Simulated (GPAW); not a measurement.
# ScTaN (P-3m1) in GPAW: notebook

The runs below take ScTaN through band structure, with r2SCAN, PBE.

All numbers are computed with GPAW 26.7.0; they aren't measurements. Logs are shortened: lines on timing, memory, paths and dates and some standing lists are left out, and cuts for length are marked. The log counts tension as positive stress, the text compression.

## 1. Starting point

It takes space group P-3m1 (No. 164, trigonal). The conventional cell has a = 3.085 Å, b = 3.085 Å, c = 10.340 Å, α = 90.00°, β = 90.00°, γ = 120.00°. Around Ta (site symmetry 3m) lie 3 N at 2.20 Å. Sc (site symmetry -3m) is surrounded by 6 Sc at 3.09 Å and 6 Ta at 3.10 Å. Sc (site symmetry -3m) has 6 N at 2.23 Å as nearest neighbours. N (site symmetry 3m) has 3 Ta at 2.20 Å and 3 Sc at 2.23 Å as nearest neighbours.

The cell comes from a database or a generator and needn't be the stable form of this composition.

## 2. Band structure, r2SCAN

File run.py:

```python
from ase import Atoms
from ase.dft.bandgap import bandgap
from ase.io import write
from ase.units import GPa
from gpaw import GPAW, PW

atoms = Atoms(['Ta', 'Ta', 'Sc', 'Sc', 'N', 'N'],
              cell=[[3.0850655424, 0.0, 0.0],
                    [-1.5425327712, 2.6717451321, 0.0],
                    [0.0, 0.0, 10.340136]],
              scaled_positions=[[0.3333333333, 0.6666666667, 0.245631],
                                [0.6666666667, 0.3333333333, 0.754369],
                                [0.0, 0.0, 0.0],
                                [0.0, 0.0, 0.5],
                                [0.3333333333, 0.6666666667, 0.629841],
                                [0.6666666667, 0.3333333333, 0.370159]],
              pbc=True)

calc = GPAW(mode=PW(800),
            xc='MGGA_X_R2SCAN+MGGA_C_R2SCAN',
            kpts={'size': (7, 7, 2), 'gamma': True},
            occupations={'name': 'fermi-dirac', 'width': 0.05},
            nbands=53,
            convergence={'density': 1e-05, 'energy': 1e-05},
            maxiter=150,
            txt='gpaw.txt')
atoms.calc = calc
energy = atoms.get_potential_energy()
forces = atoms.get_forces()
stress = atoms.get_stress()
calc.write('gs.gpw')
write('result.traj', atoms)
print(f'Energy: {energy:.6f} eV')
print('Forces (eV/A):')
print(forces.round(4))
print('Stress (GPa):', (stress / GPa).round(3))
print('Fermi level:', round(calc.get_fermi_level(), 4), 'eV')
print(f'Gap: {bandgap(calc)[0]:.4f} eV, direct: {bandgap(calc, direct=True)[0]:.4f} eV')

path = atoms.cell.bandpath('GMKGALHA,LM,KH', npoints=80, eps=1e-4)
bs_calc = calc.fixed_density(kpts=path, symmetry='off', nbands=75,
                             convergence={'bands': 'CBM+6.0', 'eigenstates': 1e-6}, txt='bands.txt')
bs = bs_calc.band_structure()
bs.write('bs.json')
print(f'Gap on the path: {bandgap(bs_calc)[0]:.4f} eV')
```

Potentials or basis: GPAW PAW data sets (gpaw-data 1.2.1), pw.

Launch:

```console
$ OMP_NUM_THREADS=1 python run.py
```

gpaw.txt:

```text
__  _  _
 | _ |_)|_||  |
 |__||  | ||/\| - 26.7.0

Input parameters:
  mode=PW(ecut=800.0),
  convergence={'density': 1e-05, 'energy': 1e-05},
  kpts=MonkhorstPack(size=(7, 7, 2), gamma=True),
  maxiter=150,
  nbands=53,
  occupations=Occupations(name='fermi-dirac', width=0.05),
  xc=XC(name='MGGA_X_R2SCAN+MGGA_C_R2SCAN')

Diagonalizing LCAO Hamiltonian
Converting LCAO to pw mode

            Ta
         N

       Sc
            N
         Ta

       Sc

Atoms  # Å, Bohr magnetons
|   | symbol |         x |        y |        z |    initial magnetic moments |
|---|--------|-----------|----------|----------|-----------------------------|
| 0 |     Ta | -0.000000 | 1.781163 | 2.539858 | ( 0.0000,  0.0000,  0.0000) |
| 1 |     Ta |  1.542533 | 0.890582 | 7.800278 | ( 0.0000,  0.0000,  0.0000) |
| 2 |     Sc |  0.000000 | 0.000000 | 0.000000 | ( 0.0000,  0.0000,  0.0000) |
| 3 |     Sc |  0.000000 | 0.000000 | 5.170068 | ( 0.0000,  0.0000,  0.0000) |
| 4 |      N | -0.000000 | 1.781163 | 6.512642 | ( 0.0000,  0.0000,  0.0000) |
| 5 |      N |  1.542533 | 0.890582 | 3.827494 | ( 0.0000,  0.0000,  0.0000) |

Unit cell  # Å
| periodic |         x |        y |         z |   lengths |     angles |
|----------|-----------|----------|-----------|-----------|------------|
|      yes |  3.085066 | 0.000000 |  0.000000 |  3.085066 |  90.000000 |
|      yes | -1.542533 | 2.671745 |  0.000000 |  3.085066 |  90.000000 |
|      yes |  0.000000 | 0.000000 | 10.340136 | 10.340136 | 120.000000 |

Number of symmetries: 12
Symmetry operations  # r_c * U_cc + t_c -> r_c
|    | kind |            matrix            |
|----|------|------------------------------|
|  0 |  σ   |  1, 1, 0,  0,-1, 0,  0, 0, 1 |
|  1 |  S6  |  1, 1, 0, -1, 0, 0,  0, 0,-1 |
|  2 |  E   |  1, 0, 0,  0, 1, 0,  0, 0, 1 |
|  3 |  C2  |  1, 0, 0, -1,-1, 0,  0, 0,-1 |
|  4 |  C2  |  0, 1, 0,  1, 0, 0,  0, 0,-1 |
|  5 |  C3  |  0, 1, 0, -1,-1, 0,  0, 0, 1 |
|  6 |  S6  |  0,-1, 0,  1, 1, 0,  0, 0,-1 |
|  7 |  σ   |  0,-1, 0, -1, 0, 0,  0, 0, 1 |
|  8 |  σ   | -1, 0, 0,  1, 1, 0,  0, 0, 1 |
|  9 |  i   | -1, 0, 0,  0,-1, 0,  0, 0,-1 |
| 10 |  C3  | -1,-1, 0,  1, 0, 0,  0, 0, 1 |
| 11 |  C2  | -1,-1, 0,  0, 1, 0,  0, 0,-1 |

BZ-sampling:
  Number of BZ points: 98
  Number of IBZ points: 16

  Monkhorst-Pack size: [7, 7, 2]
  Monkhorst-Pack shift: [0.0, 0.0, 0.25]

K-points  # in reciprocal-cell coordinates
|     |                                coordinates |     weight |
|-----|--------------------------------------------|------------|
|   0 | (  0.00000000,   0.00000000,   0.00000000) | 0.01020408 |
|   1 | (  0.00000000,   0.00000000,   0.50000000) | 0.01020408 |
|   2 | (  0.14285714,   0.00000000,   0.00000000) | 0.06122449 |
|   3 | (  0.14285714,   0.00000000,   0.50000000) | 0.06122449 |
|   4 | (  0.28571429,  -0.14285714,   0.00000000) | 0.06122449 |
|   5 | (  0.28571429,  -0.14285714,   0.50000000) | 0.06122449 |
|   6 | (  0.28571429,   0.00000000,   0.00000000) | 0.06122449 |
|   7 | (  0.28571429,   0.00000000,   0.50000000) | 0.06122449 |
|   8 | (  0.42857143,  -0.14285714,   0.00000000) | 0.12244898 |
|   9 | (  0.42857143,  -0.14285714,   0.50000000) | 0.12244898 |
| ... |                                            |            |
|  15 | (  0.42857143,   0.42857143,   0.50000000) | 0.06122449 |

Plane wave coefficients: 4403
Cutoff: 800.0 eV

Spin-components: 1 (collinear spins)
Bands:           53
Projectors:      34
Spin-degeneracy: 2
Datatype:        complex128

Parallelization:
  kpt:    1
  domain: 1
  band:   1

Density:
  Valence electrons: 58.0
  Components: 1
  Grid points: [21 21 70]
  Charge: 0.0  # |e|

Potential:
  Grid points: [21 21 70]

species:
  Ta:
    name:    Tantalum
    Z:       73.0
    valence: 13
    core:    60
    charge:  0.0  # [|e|]
    compensation charges:
      type: gauss
      rc: 0.42  # [Å]
      lmax: 2
    cutoffs:
      filter: 2.36  # [Å]
      core: 3.45  # [Å]
    projectors
    | kind |    occ | energy [eV] | rcut [Å] |
    |------|--------|-------------|----------|
    |   5s |  2.000 |     -72.790 |    1.365 |
    |   6s |  2.000 |      -5.429 |    1.365 |
    |   5p |  6.000 |     -39.427 |    1.349 |
    |   6p |  0.000 |      -1.396 |    1.349 |
    |   5d |  3.000 |      -3.603 |    1.307 |
    |    d |        |      23.609 |    1.307 |

    Using partial waves for Ta as LCAO basis

  Sc:
    name:    Scandium
    Z:       21.0
    valence: 11
    core:    10
    charge:  0.0  # [|e|]
    compensation charges:
      type: gauss
      rc: 0.39  # [Å]
      lmax: 2
    cutoffs:
      filter: 2.14  # [Å]
      core: 1.08  # [Å]
    projectors
    | kind |    occ | energy [eV] | rcut [Å] |
    |------|--------|-------------|----------|
    |   3s |  2.000 |     -55.031 |    1.228 |
    |   4s |  2.000 |      -4.183 |    1.228 |
    |   3p |  6.000 |     -33.625 |    1.281 |
    |   4p |  0.000 |      -1.467 |    1.281 |
    |   3d |  1.000 |      -3.233 |    1.196 |
    |    d |        |      23.979 |    1.196 |

    Using partial waves for Sc as LCAO basis

  N:
    name:    Nitrogen
    Z:       7.0
    valence: 5
    core:    2
    charge:  0.0  # [|e|]
    compensation charges:
      type: gauss
      rc: 0.18  # [Å]
      lmax: 2
    cutoffs:
      filter: 1.11  # [Å]
      core: 0.96  # [Å]
    projectors
    | kind |    occ | energy [eV] | rcut [Å] |
    |------|--------|-------------|----------|
    |   2s |  2.000 |     -18.583 |    0.603 |
    |   2p |  3.000 |      -7.089 |    0.529 |
    |    s |        |       8.629 |    0.603 |
    |    p |        |      20.123 |    0.529 |
    |    d |        |       0.000 |    0.577 |

    Using partial waves for N as LCAO basis

Reference energy: -892886.092051  # eV

eigensolver:
  PPCG
  Converge bands: occupied
  niter=2

density mixing:
  MSR1-Mixer
  Pratt-step length: 0.05
  Maximum mixing coefficient: 0.75
  Old densities: 10
  SVD Regularization: 0.005
  Good broyden scale: 1.0
  Trust region scale: 1.0
  Backstep threshold: 4.0
  History deletion threshold: 6.0
  Fourier metric: weight=20.0, sigma=0.015

occupation numbers:
  Fermi-Dirac:
    width: 0.0500  # eV

poisson solver:
  ecut: 6400.0  # eV

xc functional:
  name: MGGA_X_R2SCAN+MGGA_C_R2SCAN with 2 nearest neighbor stencil

convergence criteria:
- Maximum integral of absolute [dens]ity change: 1e-05 electrons / valence electron
- Maximum [total energy] change in last 3 cyles: 1e-05 eV / valence electron
- Maximum integral of absolute [eigenst]ate change: 4e-08 eV^2 / valence electron
maximum number of iterations: 150

SCF iterations
|iter     | |      energy | eigst |  dens |
|---------|-|-------------|-------|-------|
|iter:   1| | -107.173069 | +0.52 |       |
|iter:   2| |  -92.606027 | -0.58 | -0.99 |
|iter:   3| |  -98.393075 | -0.37 | -1.06 |
|iter:   4| |  -90.358787 | -0.58 | -0.90 |
|iter:   5| |  -90.564030 | -1.26 | -1.42 |
|iter:   6| |  -90.598771 | -2.01 | -1.59 |
|iter:   7| |  -90.654274 | -1.99 | -1.79 |
|iter:   8| |  -90.658896 | -2.83 | -2.29 |
|iter:   9| |  -90.658700 | -3.79 | -2.88 |
|iter:  10| |  -90.658710c| -4.87 | -3.42 |
|iter:  11| |  -90.658731c| -5.76 | -3.85 |
|iter:  12| |  -90.658744c| -6.52 | -4.28 |
|iter:  13| |  -90.658746c| -7.39 | -4.97 |
|iter:  14| |  -90.658746c| -7.91c| -5.58c|

Converged in 14 steps
Energy contributions relative to reference atoms: (reference = -892886.092051)

Energy contributions:
  Kinetic:          41.052680
  Coulomb:         -43.910259
  Zero:              0.014327
  External:          0.000000
  Xc:              -87.803531
  Entropy:          -0.023925
  Spinorbit:         0.000000
  ----------------------------
  Free energy:     -90.670709
  Extrapolated:    -90.658746

dipole moment: (-8.272510, -14.328408, -27.718578)  # |e|*Ang

Fermi level: 10.376
Eigenvalues  # (at kpt = [0.000, 0.000, 0.000])
| band index |      eig [eV] | occ [0-2] |
|------------|---------------|-----------|
|          0 |       -59.591 |     2.000 |
|        ... |               |           |
|         19 |         4.192 |     2.000 |
|         20 |         5.625 |     2.000 |
|         21 |         5.625 |     2.000 |
|         22 |         5.697 |     2.000 |
|         23 |         6.458 |     2.000 |
|         24 |         6.458 |     2.000 |
[... 8 lines left out ...]
|         33 |        12.259 |     0.000 |
|         34 |        12.260 |     0.000 |
|        ... |               |           |
|         52 |        28.907 |     0.000 |

No gap
No difference between direct/indirect transitions

Forces  # eV/Ang
|        x |        y |        z |
|----------|----------|----------|
|  0.00000 | -0.00000 |  0.01215 |  # Ta   0
|  0.00000 |  0.00000 | -0.01215 |  # Ta   1
| -0.00000 | -0.00000 |  0.00000 |  # Sc   2
|  0.00000 |  0.00000 |  0.00000 |  # Sc   3
|  0.00000 |  0.00000 | -0.12479 |  # N    4
| -0.00000 | -0.00000 |  0.12479 |  # N    5

Stress tensor  # eV/Ang^3
|        x |        y |        z |
|----------|----------|----------|
| 0.013477 | 0.000000 | 0.000000 |
| 0.000000 | 0.013477 | 0.000000 |
| 0.000000 | 0.000000 | 0.014339 |

# Writing to gs.gpw (mode='')
```

Wall time 22 min (1 thread of Arm Neoverse V1, shared host); peak memory 1.1 GiB.

What came out:

```
Free energy             : -90.6707 eV
Pressure                : -2.2 GPa
Largest force           : 0.125 eV/Å
Band gap along the path : none (metal or under the smearing width)
```

Forces on the atoms (eV/Å):
```
Ta   0.000  0.000  0.012
Ta   0.000  0.000 -0.012
Sc   0.000  0.000  0.000
Sc   0.000  0.000  0.000
N    0.000  0.000 -0.125
N    0.000  0.000  0.125
```

Levels at the corners of the path, in eV from the Fermi level:
| point | band 26 | band 27 | band 28 | band 29 | band 30 | band 31 | band 32 | band 33 |
| --- | --- | --- | --- | --- | --- | --- | --- | --- |
| Γ | -1.55 | -1.32 | 0.66 | 0.68 | 0.68 | 0.98 | 1.53 | 1.53 |
| M | -1.92 | -1.28 | -0.96 | -0.57 | 0.42 | 0.56 | 2.16 | 2.47 |
| K | -1.45 | -1.45 | -1.04 | -0.25 | -0.25 | 2.21 | 2.29 | 2.29 |
| Γ | -1.55 | -1.32 | 0.66 | 0.68 | 0.68 | 0.98 | 1.53 | 1.53 |
| A | -2.28 | -0.34 | -0.13 | 0.74 | 0.74 | 1.32 | 1.32 | 1.43 |
| L | -2.19 | -1.24 | -0.81 | -0.75 | 0.35 | 0.95 | 2.17 | 2.40 |
| H | -1.44 | -1.44 | -1.09 | -0.25 | -0.25 | 2.31 | 2.31 | 2.55 |
| A | -2.28 | -0.34 | -0.13 | 0.74 | 0.74 | 1.32 | 1.32 | 1.43 |
| L | -2.19 | -1.24 | -0.81 | -0.75 | 0.35 | 0.95 | 2.17 | 2.40 |
| M | -1.92 | -1.28 | -0.96 | -0.57 | 0.42 | 0.56 | 2.16 | 2.47 |
| K | -1.45 | -1.45 | -1.04 | -0.25 | -0.25 | 2.21 | 2.29 | 2.29 |
| H | -1.44 | -1.44 | -1.09 | -0.25 | -0.25 | 2.31 | 2.31 | 2.55 |

Caveat: the PAW data sets were made with another functional, which shifts forces and pressure a little; spin-orbit coupling is left out, which moves the levels of the heavy elements.

## 3. Band structure, PBE

run.py: that of step 2 with these lines changed.

```diff
@@ -19,3 +19,3 @@
 calc = GPAW(mode=PW(800),
-            xc='MGGA_X_R2SCAN+MGGA_C_R2SCAN',
+            xc='PBE',
             kpts={'size': (7, 7, 2), 'gamma': True},
```

Potentials or basis: GPAW PAW data sets (gpaw-data 1.2.1), pw.

Launch:

```console
$ OMP_NUM_THREADS=1 python run.py
```

Run time: 7.9 min. Hardware: 1 thread of Arm Neoverse V1, shared host; peak memory 0.88 GiB.

Results (log left out):

| Item | Value |
| --- | --- |
| Free energy | -52.1306 eV |
| Pressure | -0.7 GPa |
| Largest force | 0.074 eV/Å |
| Band gap along the path | none (metal or under the smearing width) |

Forces on the atoms (eV/Å):
```
Ta   0.000  0.000 -0.015
Ta   0.000  0.000  0.015
Sc   0.000  0.000  0.000
Sc   0.000  0.000  0.000
N    0.000  0.000 -0.074
N    0.000  0.000  0.074
```

Stress tensor (GPa, compression positive):
```
-0.42  0.00  0.00
 0.00 -0.42  0.00
 0.00  0.00 -1.14
```

Levels at the corners of the path, in eV from the Fermi level:
| point | band 27 | band 28 | band 29 | band 30 | band 31 | band 32 |
| --- | --- | --- | --- | --- | --- | --- |
| Γ | -1.29 | 0.56 | 0.56 | 0.69 | 0.80 | 1.37 |
| M | -1.17 | -0.89 | -0.44 | 0.41 | 0.48 | 2.01 |
| K | -1.38 | -0.89 | -0.19 | -0.19 | 2.03 | 2.09 |
| Γ | -1.29 | 0.56 | 0.56 | 0.69 | 0.80 | 1.37 |
| A | -0.32 | -0.12 | 0.63 | 0.63 | 1.16 | 1.16 |
| L | -1.13 | -0.65 | -0.65 | 0.40 | 0.76 | 2.04 |
| H | -1.38 | -0.95 | -0.19 | -0.19 | 2.11 | 2.11 |
| A | -0.32 | -0.12 | 0.63 | 0.63 | 1.16 | 1.16 |
| L | -1.13 | -0.65 | -0.65 | 0.40 | 0.76 | 2.04 |
| M | -1.17 | -0.89 | -0.44 | 0.41 | 0.48 | 2.01 |
| K | -1.38 | -0.89 | -0.19 | -0.19 | 2.03 | 2.09 |
| H | -1.38 | -0.95 | -0.19 | -0.19 | 2.11 | 2.11 |

Caveat: spin-orbit coupling is left out, which moves the levels of the heavy elements.
